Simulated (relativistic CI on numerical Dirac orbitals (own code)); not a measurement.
**Ru XV (Ru¹⁴⁺): levels and lines**

What are the lowest levels and the strongest lines of Ru¹⁴⁺? One CI run answers it; runs with one setting changed show what the result hangs on.

Program: relativistic CI on numerical Dirac orbitals (own code) version 4. Level of theory: Dirac-Coulomb-Breit CI, KLI orbitals optimised for each configuration, model QED (radiative potential, 1s self-energy scaled to tabulated hydrogen-like ionisation energies). These are calculated values, not measurements, unless marked.

## Step 1: What is computed

* ion: Ru¹⁴⁺ (Ru XV)
* nuclear charge: 44
* electrons: 30
* isotope: A = 102
* first configuration typed: [Ar] 3d10 4s2

The outer shells:

first configuration typed
```
[Ar] core
3d [↑↓][↑↓][↑↓][↑↓][↑↓]
4s [↑↓]
```

## Step 2: The main run

Settings, as recorded:

```ini
atom Ru  Z=44  charge=14  electrons=30
nucleus A=102  rms_radius_fm=4.4809
hamiltonian dirac-coulomb  breit=on  qed=on  c_scale=1
orbitals kli  potential=per-configuration
slater_scale 1
correlation none
mixing on
configurations
  [Ar] 3d10 4s2
  [Ar] 3d10 4s 4p
  [Ar] 3d10 4p2
  [Ar] 3d10 4s 4d
  [Ar] 3d10 4d2
  [Ar] 3d10 4s 4f
  [Ar] 3d10 4p 4d
  [Ar] 3d10 4f2
  [Ar] 3d10 4p 4f
  [Ar] 3d10 4s 5s
  [Ar] 3d10 4s 5p
  [Ar] 3d10 4d 4f
  [Ar] 3d10 4s 5d
  [Ar] 3d10 4s 5f
  [Ar] 3d10 4s 6s
  [Ar] 3d10 4s 5g
  [Ar] 3d10 4s 6p
  [Ar] 3d10 4s 6d
  [Ar] 3d10 4s 6f
  [Ar] 3d10 4s 7s
  [Ar] 3d9 4s2 4p
  [Ar] 3d9 4s2 4d
  [Ar] 3d9 4s2 4f
  [Ar] 3d9 4s2 5s
  [Ar] 3d9 4s2 5p
  [Ar] 3d9 4s2 5d
end
```

Command:

```
python run_levels.py task.json out
```

task.json lists these runs, among others, and the program works through them in turn.

## Step 3: The first 3 configurations alone

Settings, as recorded:

```ini
atom Ru  Z=44  charge=14  electrons=30
nucleus A=102  rms_radius_fm=4.4809
hamiltonian dirac-coulomb  breit=on  qed=on  c_scale=1
orbitals kli  potential=per-configuration
slater_scale 1
correlation none
mixing on
configurations
  [Ar] 3d10 4s2
  [Ar] 3d10 4s 4p
  [Ar] 3d10 4p2
end
```

## Step 4: One common potential

Settings, as recorded:

```ini
atom Ru  Z=44  charge=14  electrons=30
nucleus A=102  rms_radius_fm=4.4809
hamiltonian dirac-coulomb  breit=on  qed=on  c_scale=1
orbitals kli  potential=mean
slater_scale 1
correlation none
mixing on
configurations
  [Ar] 3d10 4s2
  [Ar] 3d10 4s 4p
  [Ar] 3d10 4p2
  [Ar] 3d10 4s 4d
  [Ar] 3d10 4d2
  [Ar] 3d10 4s 4f
  [Ar] 3d10 4p 4d
  [Ar] 3d10 4f2
  [Ar] 3d10 4p 4f
  [Ar] 3d10 4s 5s
  [Ar] 3d10 4s 5p
  [Ar] 3d10 4d 4f
  [Ar] 3d10 4s 5d
  [Ar] 3d10 4s 5f
  [Ar] 3d10 4s 6s
  [Ar] 3d10 4s 5g
  [Ar] 3d10 4s 6p
  [Ar] 3d10 4s 6d
  [Ar] 3d10 4s 6f
  [Ar] 3d10 4s 7s
  [Ar] 3d9 4s2 4p
  [Ar] 3d9 4s2 4d
  [Ar] 3d9 4s2 4f
  [Ar] 3d9 4s2 5s
  [Ar] 3d9 4s2 5p
  [Ar] 3d9 4s2 5d
end
```

(Steps that only read results are left out.)

**Question.** What will these runs give? Wanted: lowest level; first excitation; lowest level of the other parity; fastest E1 line; ionisation energy.

The runs gave:

| run | time | mean size of shift, levels followed (cm⁻¹) | lowest level | ionisation energy (eV) |
| --- | --- | --- | --- | --- |
| main run | 1.7 s | 0 | 4s2 1S0 | 348.06 |
| the first 3 configurations alone | 0.11 s | 4442 | 4s2 1S0 | - |
| one common potential | 1 s | 52.8 | 4s2 1S0 | - |

The tabulated theoretical ionisation energy (NIST) is 348 eV.

| quantity | value |
| --- | --- |
| lowest level | 4s2 1S0 |
| first excitation | 4s 4p 3P°0, 224521 cm⁻¹ |
| lowest level of the other parity | 4s 4p 3P°0, 224521 cm⁻¹ |
| levels in the model | 202 |
| fastest E1 line (by rate) to the lowest level among the lowest 147 of 202 levels | 4.341 nm, from 3d9 4s2 4p 1P°1 |
| ionisation energy | 348.06 eV |
| ionisation energy, tabulated theoretical (NIST) | 348 eV |

The lowest level is 4s2 1S0, 98 % pure in LS and 98 % in jj coupling; over the low levels the means are 91 and 90 %, so both schemes do about equally well. The ionisation energy agrees with the tabulated theoretical value within its uncertainty of 3 eV. Of the changes tried, the run «the first 3 configurations alone» moves the low levels most, by 4442 cm⁻¹ on average. Lifetimes count radiative decay inside the model alone.
